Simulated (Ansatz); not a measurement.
# Ba2Tl5V3O12 (P1) in Ansatz: convergence with wavefunction cutoff

Aim: find how far wavefunction cutoff must go before the results for Ba2Tl5V3O12 settle, at PBE. This setting moves, with any that are tied to it; all else stays.

Program: Ansatz 0.2.0. These are calculated values, not measurements. Logs are shortened: lines on timing, memory, paths and dates and some standing lists are left out, and cuts for length are marked.

## 1. The structure

The typed cell holds 22 atoms: a = 6.061 Å, b = 6.112 Å, c = 14.126 Å, α = 95.24°, β = 99.31°, γ = 113.97°.

The cell was built by a generator and needn't be a form met in nature.

## 2. With wavefunction cutoff 200 eV

Contents of input.yaml:

```yaml
crystal:
  lattice:
    - [6.06147, 0.0, 0.0]
    - [-2.48324, 5.5845, 0.0]
    - [-2.28447, -2.42817, 13.72687]
  atoms:
    - { symbol: Ba, position: [0.88251, 0.01561, 0.4732] }
    - { symbol: Ba, position: [0.57886, 0.79688, 0.88922] }
    - { symbol: V, position: [0.26936, 0.1058, 0.98468], spin: 2.0 }
    - { symbol: V, position: [0.11629, 0.5582, 0.33914], spin: 2.0 }
    - { symbol: V, position: [0.60807, 0.30696, 0.66552], spin: 2.0 }
    - { symbol: Tl, position: [0.48361, 0.28991, 0.38373] }
    - { symbol: Tl, position: [0.08311, 0.07485, 0.74869] }
    - { symbol: Tl, position: [0.77279, 0.89398, 0.17719] }
    - { symbol: Tl, position: [0.29791, 0.66599, 0.60107] }
    - { symbol: Tl, position: [0.97201, 0.46636, 0.0474] }
    - { symbol: O, position: [0.02458, 0.05647, 0.04354] }
    - { symbol: O, position: [0.16369, 0.86975, 0.88754] }
    - { symbol: O, position: [0.33585, 0.37289, 0.93818] }
    - { symbol: O, position: [0.53308, 0.10242, 0.04892] }
    - { symbol: O, position: [0.42674, 0.67762, 0.40063] }
    - { symbol: O, position: [0.95197, 0.64202, 0.41211] }
    - { symbol: O, position: [0.00696, 0.24041, 0.32565] }
    - { symbol: O, position: [0.08373, 0.64865, 0.23032] }
    - { symbol: O, position: [0.8589, 0.33214, 0.61652] }
    - { symbol: O, position: [0.63673, 0.58163, 0.7239] }
    - { symbol: O, position: [0.56343, 0.0992, 0.74423] }
    - { symbol: O, position: [0.34984, 0.20226, 0.56862] }
hamiltonian:
  xc: pbe
  pseudopotentials: { kind: paw }
magnetization:
  spin_polarized: true
kpoints:
  mp_grid: { grid: [3, 3, 2] }
scf:
  occupations: { method: fermi_dirac, width: 0.05 }
output:
  forces: true
  stress: true
  eigenvalues: true
basis:
  ecutwfc: "200 eV"
```

Potentials or basis: Ansatz PAW.

The run is started by

```sh
ansatz run input.yaml --threads 8 --pin off --max-ram 20480MiB --backend cpu --events-out ev --progress --plain --runs-dir out
```

Run time: 4.7 s. Hardware: 8 threads of AMD EPYC 9R45 (Zen 5), shared host; peak memory 1.2 GiB.

What came out:

- Free energy: -84557.0934 eV
- Pressure: 5.4 GPa
- Largest force: 2.614 eV/Å
- Band gap on the k mesh: 3.05 eV, indirect (least direct gap 3.13 eV)
- Net moment: 0.00 μB per cell
- Absolute moment: 0.00 μB per cell

## 3. With wavefunction cutoff 250 eV

input.yaml: that of step 2 with these lines changed.

```diff
@@ -42,2 +42,2 @@
 basis:
-  ecutwfc: "200 eV"
+  ecutwfc: "250 eV"
```

Potentials or basis: Ansatz PAW.

The run is started by

```sh
ansatz run input.yaml --threads 8 --pin off --max-ram 20480MiB --backend cpu --events-out ev --progress --plain --runs-dir out
```

It took 6.3 s on 8 threads of AMD EPYC 9R45 (Zen 5), shared host; peak memory 1.5 GiB.

What came out:

* Free energy: -84652.4997 eV
* Pressure: 1.4 GPa
* Largest force: 0.644 eV/Å
* Band gap on the k mesh: 3.08 eV, indirect (least direct gap 3.10 eV)
* Net moment: 0.00 μB per cell
* Absolute moment: 0.00 μB per cell

## 4. With wavefunction cutoff 300 eV

input.yaml: that of step 3 with these lines changed.

```diff
@@ -42,2 +42,2 @@
 basis:
-  ecutwfc: "250 eV"
+  ecutwfc: "300 eV"
```

The run is started by

```sh
ansatz run input.yaml --threads 8 --pin off --max-ram 20480MiB --backend cpu --events-out ev --progress --plain --runs-dir out
```

Run time: 7.5 s. Hardware: 8 threads of AMD EPYC 9R45 (Zen 5), shared host; peak memory 1.8 GiB.

What came out:

```
Free energy            : -84675.1041 eV
Pressure               : -0.1 GPa
Largest force          : 0.086 eV/Å
Band gap on the k mesh : 3.08 eV, indirect (least direct gap 3.10 eV)
Net moment             : 0.00 μB per cell
Absolute moment        : 0.00 μB per cell
```

## 5. With wavefunction cutoff 350 eV

input.yaml: that of step 4 with these lines changed.

```diff
@@ -42,2 +42,2 @@
 basis:
-  ecutwfc: "300 eV"
+  ecutwfc: "350 eV"
```

The run is started by

```sh
ansatz run input.yaml --threads 8 --pin off --max-ram 20480MiB --backend cpu --events-out ev --progress --plain --runs-dir out
```

It took 9.3 s on 8 threads of AMD EPYC 9R45 (Zen 5), shared host; peak memory 2.1 GiB.

What came out:

* Free energy: -84680.0213 eV
* Pressure: -0.1 GPa
* Largest force: 0.026 eV/Å
* Band gap on the k mesh: 3.08 eV, indirect (least direct gap 3.10 eV)
* Net moment: 0.00 μB per cell
* Absolute moment: 0.00 μB per cell

## 6. With wavefunction cutoff 400 eV

input.yaml: that of step 5 with these lines changed.

```diff
@@ -42,2 +42,2 @@
 basis:
-  ecutwfc: "350 eV"
+  ecutwfc: "400 eV"
```

Potentials or basis: Ansatz PAW.

The run is started by

```sh
ansatz run input.yaml --threads 8 --pin off --max-ram 20480MiB --backend cpu --events-out ev --progress --plain --runs-dir out
```

It took 11 s on 8 threads of AMD EPYC 9R45 (Zen 5), shared host; peak memory 2.5 GiB.

The run converged. Its results:

| Item | Value |
| --- | --- |
| Free energy | -84681.0028 eV |
| Pressure | 0.0 GPa |
| Largest force | 0.009 eV/Å |
| Band gap on the k mesh | 3.08 eV, indirect (least direct gap 3.10 eV) |
| Net moment | 0.00 μB per cell |
| Absolute moment | 0.00 μB per cell |

## 7. With wavefunction cutoff 450 eV

input.yaml: that of step 6 with these lines changed.

```diff
@@ -42,2 +42,2 @@
 basis:
-  ecutwfc: "400 eV"
+  ecutwfc: "450 eV"
```

The run is started by

```sh
ansatz run input.yaml --threads 8 --pin off --max-ram 20480MiB --backend cpu --events-out ev --progress --plain --runs-dir out
```

Wall time 14 s (8 threads of AMD EPYC 9R45 (Zen 5), shared host); peak memory 2.8 GiB.

Results (log left out):

- Free energy: -84681.1606 eV
- Pressure: 0.0 GPa
- Largest force: 0.009 eV/Å
- Band gap on the k mesh: 3.08 eV, indirect (least direct gap 3.10 eV)
- Net moment: 0.00 μB per cell
- Absolute moment: 0.00 μB per cell

## 8. With wavefunction cutoff 500 eV

input.yaml: that of step 7 with these lines changed.

```diff
@@ -42,2 +42,2 @@
 basis:
-  ecutwfc: "450 eV"
+  ecutwfc: "500 eV"
```

The run is started by

```sh
ansatz run input.yaml --threads 8 --pin off --max-ram 20480MiB --backend cpu --events-out ev --progress --plain --runs-dir out
```

It took 15 s on 8 threads of AMD EPYC 9R45 (Zen 5), shared host; peak memory 3.2 GiB.

Results (log left out):

| Property | Result |
| --- | --- |
| Free energy | -84681.1776 eV |
| Pressure | 0.0 GPa |
| Largest force | 0.009 eV/Å |
| Band gap on the k mesh | 3.08 eV, indirect (least direct gap 3.10 eV) |
| Net moment | 0.00 μB per cell |
| Absolute moment | 0.00 μB per cell |

## 9. With wavefunction cutoff 600 eV

input.yaml: that of step 8 with these lines changed.

```diff
@@ -42,2 +42,2 @@
 basis:
-  ecutwfc: "500 eV"
+  ecutwfc: "600 eV"
```

Potentials or basis: Ansatz PAW.

The run is started by

```sh
ansatz run input.yaml --threads 8 --pin off --max-ram 20480MiB --backend cpu --events-out ev --progress --plain --runs-dir out
```

Wall time 19 s (8 threads of AMD EPYC 9R45 (Zen 5), shared host); peak memory 4 GiB.

The run converged. Its results:

```yaml
Free_energy: -84681.1881 eV
Pressure: 0.0 GPa
Largest_force: 0.009 eV/Å
Band_gap_on_the_k_mesh: 3.08 eV, indirect (least direct gap 3.10 eV)
Net_moment: 0.00 μB per cell
Absolute_moment: 0.00 μB per cell
```

## 10. With wavefunction cutoff 800 eV

input.yaml: that of step 9 with these lines changed.

```diff
@@ -42,2 +42,2 @@
 basis:
-  ecutwfc: "600 eV"
+  ecutwfc: "800 eV"
```

Potentials or basis: Ansatz PAW.

The run is started by

```sh
ansatz run input.yaml --threads 8 --pin off --max-ram 20480MiB --backend cpu --events-out ev --progress --plain --runs-dir out
```

Standard output:

```text
Warning: RAYON_NUM_THREADS=8 ignored (pool sized by the plan → 8); use --threads N
Engine: ansatz 0.2.0, x86_64-unknown-linux-gnu
Pseudopotentials: kind: paw
Pseudopotential: Ba, paw, valence charge 10, recommended cutoff 420 eV (normal), Ba.paw.azcp
Pseudopotential: V, paw, valence charge 13, recommended cutoff 420 eV (normal), V.paw.azcp
Pseudopotential: Tl, paw, valence charge 13, recommended cutoff 420 eV (normal), Tl.paw.azcp
[... 99 lines left out ...]
        0.015248      -0.002108      -0.004647
       -0.021236      -0.004647      -0.012635
  P = ⅓ Tr σ = -0.0051 GPa (-0.051 kbar)
--- Band table (eV; the first three rows and the last of 20) ---
  k-point 0 ↑: bands = ["-58.8876", "-58.7645", "-58.7399", "-32.8514", "-32.8446", "-32.8080", "-32.7347", "-32.7271", "-32.6913", "-32.6805", "-32.6746", "-32.6644", "-20.7578", "-20.6724", "-11.7804", "-11.6071", "-11.5065", "-11.4791", "-11.3140", "-11.2585", "-11.1459", "-11.1043", "-11.0329", "-11.0125", "-10.9704", "-10.9220", "-6.0062", "-5.9893", "-5.9268", "-5.8765", "-5.8606", "-5.7955", "-4.7916", "-4.7761", "-4.7526", "-4.7239", "-4.6984", "-4.6971", "-4.6714", "-4.6341", "-4.6009", "-4.5781", "-4.5717", "-4.5667", "-4.5638", "-4.5596", "-4.5519", "-4.5448", "-4.5349", "-4.5215", "-4.5141", "-4.4933", "-4.4695", "-4.4445", "-4.4337", "-4.3906", "-4.3889", "0.0369", "0.2383", "0.4351", "0.6164", "1.0231", "1.6011", "1.6647", "1.7655", "1.7810", "1.8436", "1.8759", "1.9158", "1.9906", "2.0121", "2.0833", "2.1315", "2.1922", "2.3436", "2.4208", "2.5419", "2.6146", "2.6676", "2.7826", "2.9025", "3.0121", "3.0301", "3.1535", "3.2516", "3.3834", "3.4234", "3.5734", "3.7783", "3.9651", "4.0179", "4.0702", "4.1407", "4.1898", "4.2360", "4.3790", "4.5287", "4.6360", "7.8605", "8.0369", "8.1494", "8.3018", "8.3700", "8.3845", "8.8724", "8.9017", "9.1632", "9.2112", "9.2653", "9.4485", "9.4639", "9.6171", "9.7181", "9.8153", "9.8553", "9.8906", "10.0363", "10.1100", "10.2369", "10.3509", "10.4219", "10.5600", "10.8672"]
  k-point 1 ↑: bands = ["-58.8876", "-58.7645", "-58.7399", "-32.8514", "-32.8446", "-32.8080", "-32.7347", "-32.7271", "-32.6913", "-32.6805", "-32.6746", "-32.6644", "-20.7578", "-20.6724", "-11.7804", "-11.6069", "-11.5073", "-11.4787", "-11.3140", "-11.2580", "-11.1460", "-11.1042", "-11.0352", "-11.0109", "-10.9701", "-10.9220", "-6.0063", "-5.9893", "-5.9265", "-5.8764", "-5.8604", "-5.7962", "-4.7916", "-4.7760", "-4.7526", "-4.7238", "-4.6985", "-4.6972", "-4.6715", "-4.6343", "-4.6006", "-4.5779", "-4.5704", "-4.5661", "-4.5656", "-4.5604", "-4.5505", "-4.5465", "-4.5345", "-4.5214", "-4.5139", "-4.4933", "-4.4694", "-4.4444", "-4.4337", "-4.3906", "-4.3890", "0.0502", "0.2103", "0.4154", "0.6854", "0.9941", "1.5496", "1.6674", "1.7646", "1.7959", "1.8498", "1.8802", "1.9508", "1.9766", "2.0143", "2.0941", "2.1421", "2.1879", "2.2987", "2.4935", "2.5384", "2.6142", "2.6374", "2.7624", "2.9097", "2.9915", "3.0518", "3.1238", "3.2570", "3.3338", "3.4518", "3.5946", "3.8280", "3.9878", "4.0119", "4.0486", "4.1189", "4.2054", "4.2080", "4.3916", "4.5503", "4.6124", "7.8715", "8.0096", "8.1492", "8.2771", "8.3638", "8.4501", "8.8071", "9.0114", "9.0524", "9.3013", "9.3109", "9.4125", "9.5140", "9.5995", "9.7181", "9.7439", "9.8177", "9.9833", "10.0228", "10.1267", "10.2530", "10.3339", "10.4252", "10.5537", "10.7835"]
  k-point 2 ↑: bands = ["-58.8876", "-58.7645", "-58.7399", "-32.8514", "-32.8446", "-32.8080", "-32.7347", "-32.7271", "-32.6913", "-32.6805", "-32.6746", "-32.6644", "-20.7574", "-20.6716", "-11.8139", "-11.6232", "-11.5089", "-11.4115", "-11.3236", "-11.2629", "-11.1316", "-11.0926", "-11.0320", "-11.0075", "-10.9665", "-10.9536", "-6.0055", "-5.9837", "-5.9188", "-5.8837", "-5.8777", "-5.7675", "-4.7885", "-4.7828", "-4.7542", "-4.7269", "-4.7000", "-4.6948", "-4.6713", "-4.6362", "-4.5999", "-4.5841", "-4.5765", "-4.5705", "-4.5674", "-4.5563", "-4.5513", "-4.5487", "-4.5385", "-4.5199", "-4.5127", "-4.4996", "-4.4713", "-4.4508", "-4.4383", "-4.4050", "-4.3938", "0.0464", "0.1376", "0.1791", "0.4666", "0.5637", "1.6508", "1.7195", "1.7435", "1.7822", "1.8182", "1.9089", "1.9754", "2.0155", "2.0611", "2.1254", "2.1633", "2.2349", "2.3362", "2.4583", "2.5791", "2.7132", "2.8010", "2.8763", "2.9347", "3.0408", "3.2237", "3.2788", "3.3926", "3.5542", "3.7866", "3.8173", "3.8653", "3.9916", "4.0406", "4.0877", "4.1458", "4.1952", "4.2875", "4.3268", "4.5714", "4.6355", "7.9746", "8.0709", "8.1909", "8.2407", "8.3356", "8.4276", "8.5259", "8.7128", "8.9092", "9.0694", "9.2519", "9.3398", "9.3818", "9.5121", "9.5588", "9.6237", "9.7075", "9.7882", "9.8565", "9.9681", "10.0392", "10.1181", "10.2241", "10.3917", "10.4846"]
  k-point 9 ↓: bands = ["-58.8876", "-58.7645", "-58.7399", "-32.8514", "-32.8446", "-32.8080", "-32.7347", "-32.7271", "-32.6913", "-32.6805", "-32.6746", "-32.6644", "-20.7565", "-20.6714", "-11.7613", "-11.6145", "-11.4813", "-11.4615", "-11.3452", "-11.2320", "-11.1502", "-11.1147", "-11.0361", "-11.0175", "-10.9959", "-10.9470", "-5.9897", "-5.9515", "-5.9247", "-5.8680", "-5.8398", "-5.7693", "-4.7929", "-4.7764", "-4.7497", "-4.7291", "-4.7143", "-4.6918", "-4.6780", "-4.6371", "-4.5961", "-4.5866", "-4.5796", "-4.5707", "-4.5652", "-4.5593", "-4.5558", "-4.5511", "-4.5450", "-4.5201", "-4.5094", "-4.4931", "-4.4702", "-4.4496", "-4.4365", "-4.4055", "-4.3931", "-0.0411", "0.0869", "0.2033", "0.3347", "0.5516", "1.6175", "1.6789", "1.7228", "1.7808", "1.8134", "1.8925", "1.9350", "1.9753", "2.0319", "2.1413", "2.2624", "2.3365", "2.5630", "2.5895", "2.6513", "2.7737", "2.8151", "2.8906", "2.9714", "3.1444", "3.1833", "3.2688", "3.3935", "3.4751", "3.6596", "3.6869", "3.7729", "3.9198", "3.9721", "4.0679", "4.1090", "4.1872", "4.2543", "4.3520", "4.6480", "4.6634", "7.9009", "8.0829", "8.1388", "8.2273", "8.3043", "8.4676", "8.5320", "8.8224", "8.9801", "9.0489", "9.1662", "9.2833", "9.3726", "9.4463", "9.5679", "9.6408", "9.7275", "9.7901", "9.9230", "10.0057", "10.1320", "10.2373", "10.3459", "10.5614", "10.6709"]
```

Run time: 31 s. Hardware: 8 threads of AMD EPYC 9R45 (Zen 5), shared host; peak memory 5.9 GiB.

What came out:

```yaml
Free_energy: -84681.1948 eV
Pressure: 0.0 GPa
Largest_force: 0.009 eV/Å
Band_gap_on_the_k_mesh: 3.08 eV, indirect (least direct gap 3.10 eV)
Net_moment: 0.00 μB per cell
Absolute_moment: 0.00 μB per cell
```

## 11. Summary

```csv
wavefunction cutoff,"energy less the tightest run, at zero smearing (meV/atom)",pressure (GPa),largest force (eV/Å),gap on the mesh (eV),SCF cycles,CPU time (s),peak memory (GiB)
200 eV,5640.97,5.39,2.614,3.052,15,35,1.2
250 eV,1304.32,1.40,0.644,3.084,17,47,1.5
300 eV,276.85,-0.09,0.086,3.081,16,57,1.8
350 eV,53.34,-0.06,0.026,3.081,17,71,2.1
400 eV,8.73,0.00,0.009,3.082,17,86,2.5
450 eV,1.55,0.01,0.009,3.082,17,100,2.8
500 eV,0.78,0.00,0.009,3.082,16,110,3.2
600 eV,0.31,0.00,0.009,3.082,16,150,4
800 eV,0.00,-0.01,0.009,3.082,16,240,5.9
```

Against the tightest run, the energy stays within 1 meV/atom from 500 eV on; the pressure stays within 0.1 GPa from 300 eV on; the largest force stays within 0.005 eV/Å from 400 eV on; the gap on the mesh stays within 0.01 eV from 250 eV on. The tightest run that finished is the yardstick and may itself not be fully converged.

Caveats: odd divisions of the mesh miss points on the zone boundary, where band edges often lie, so the gap on the mesh can be too wide; spin-orbit coupling is left out, which as a rule narrows the gap of such compounds by several tenths of an eV; the starting moments weren't kept.
